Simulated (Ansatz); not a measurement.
Consider a ranking of structure types by relaxed energy of LuH2 on several prototypes (the Python package of Ansatz (0.2.0)).

The script, `prototypes_luh2.py`:
```python
import csv
import warnings

import ansatz as az
import numpy as np
import spglib


def rutile(first, second, a):
    return (
        az.Lattice.from_parameters(a, a, 0.65 * a, alpha=90, beta=90, gamma=90)
        .space_group(136)
        .atom(first, [0, 0, 0])
        .atom(second, [0.305, 0.305, 0])
    )


def alb2(a_site, b_site, a):
    return (
        az.Lattice.from_parameters(a, a, 1.1 * a, alpha=90, beta=90, gamma=120)
        .space_group(191)
        .atom(a_site, [0, 0, 0])
        .atom(b_site, [1 / 3, 2 / 3, 0.5])
    )


def fluorite(A, B, a):
    return (
        az.Lattice.fcc(a)
        .space_group(225)
        .atom(A, [0, 0, 0])
        .atom(B, [0.25, 0.25, 0.25])
        .primitive()
    )


def compute(name, crystal):
    calc = (
        crystal.calculation()
        .functional('lda')
        .basis(460)
        .kpoints(spacing=0.3)
        .occupations('gaussian', width=0.1)
        .stress()
        .band_table()
    )
    calc = calc.relax(force_tolerance=0.02, max_steps=60, cell=True)
    return calc.run(threads=1)

def relaxed_twice(name, crystal):
    # the second pass draws mesh and plane waves anew for the relaxed cell
    first = compute(name, crystal)
    again = az.Crystal(lattice=az.Lattice.of(first.lattice.cell_ang))
    for site in first.report['lattice']['sites']:
        again = again.atom(site['symbol'], site['position_frac'])
    return compute(name, again)


def volume_per_atom(outcome):
    return abs(np.linalg.det(outcome.lattice.cell_ang)) / len(outcome.lattice.sites)


def space_group(outcome):
    sites = outcome.report['lattice']['sites']
    kinds = sorted({site['symbol'] for site in sites})
    cell = (outcome.lattice.cell_ang, [site['position_frac'] for site in sites], [kinds.index(site['symbol']) for site in sites])
    return spglib.get_spacegroup(cell, symprec=0.01)


def pressure_gpa(outcome):
    return float(np.trace(outcome.report['stress_gpa']) / 3)

warnings.simplefilter('ignore')

phases = {}
phases['rutile'] = rutile('Lu', 'H', 4.73)
phases['AlB2'] = alb2('Lu', 'H', 3.17)
phases['fluorite'] = fluorite('Lu', 'H', 5.03)

done = {name: relaxed_twice(name, crystal) for name, crystal in phases.items()}

energy = {name: o.report['energy_sigma0_ev'] / len(o.lattice.sites) for name, o in done.items()}
lowest = min(energy.values())
rows = [(name, len(o.lattice.sites), 1000 * (energy[name] - lowest), volume_per_atom(o), space_group(o), pressure_gpa(o)) for name, o in done.items()]
rows.sort(key=lambda row: row[2])
with open('prototypes.csv', 'w', newline='') as handle:
    writer = csv.writer(handle)
    writer.writerow(['phase', 'atoms', 'dE (meV/atom)', 'V (A^3/atom)', 'space group', 'P (GPa)'])
    writer.writerows([round(v, 4) if isinstance(v, float) else v for v in row] for row in rows)
print(open('prototypes.csv').read())
```

Which of these structures comes out lowest, and how far apart are they?

By space group at the end of each run: Fm-3m (+0 meV an atom, 9.9 Å³), P4_2/mnm (+304 meV an atom, 11.1 Å³) and P6/mmm (+572 meV an atom, 9.0 Å³).

The run itself:

Output of `python prototypes_luh2.py`:
```text
phase,atoms,dE (meV/atom),V (A^3/atom),space group,P (GPa)
fluorite,3,0.0,9.8662,Fm-3m (225),-0.0143
rutile,6,304.3129,11.1444,P4_2/mnm (136),0.0068
AlB2,3,571.5946,9.0166,P6/mmm (191),0.0078
```

Pressure is positive in compression. The cells are built on prototypes, so most aren't the phase found in nature. Rows bear the name of their start, and a relaxation keeps or raises the symmetry. Differences under about 40 meV an atom lie within the error of mesh and functional. Wall time of the script: 2.3 min on 1 thread of Arm Neoverse V1, on a shared host, peak memory 0.43 GiB.
